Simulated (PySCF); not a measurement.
# CH3Cl3Si (Methyltrichlorosilane): the cost of one run

The runs use PySCF 2.14.0, with density-fitted response routines of our own; the level of theory stands in each step. All values are computed, except where a source is named. Atoms are numbered from 0 throughout.

## (1) The starting structure

8 atoms, charge 0, multiplicity 1; geometry from: GFN2-xTB. The atoms were then displaced at random by about 0.03 Å, so the start is not that level's minimum.

Bonds of the start (Å): C0–Si1 1.84, Si1–Cl2 2.01, Si1–Cl3 2.06, Si1–Cl4 2.01, C0–H5 1.01, C0–H6 1.14, C0–H7 1.13.

## (2) Geometry optimisation at PBE0-D3(BJ)/def2-SVP

The job: settings as JSON, then the geometry in Å.

```
{"job": {"xc": "PBE0", "basis": "def2-SVP", "d3": "d3bj", "grid": 1, "shake": 0.03, "kind": "geom"}, "charge": 0, "multiplicity": 1}
C     -0.980830    -0.270200     0.038860
Si     0.808300     0.138650    -0.040140
Cl     1.647090    -0.961500    -1.503520
Cl     1.242620     2.116690    -0.440550
Cl     1.663250    -0.324190     1.714840
H     -1.257900    -1.181680     0.383570
H     -1.518780     0.500260     0.686610
H     -1.447410    -0.084870    -0.972510
```

The run is started by

```bash
$ OMP_NUM_THREADS=1 python probes_run.py task.json out
```

This one command runs all jobs of the session in turn.

**Question.** How long does this first job take on 1 thread of Arm Neoverse V1, shared host, and how much memory does it need?

About 2.5 min, with a peak of 0.42 GiB.
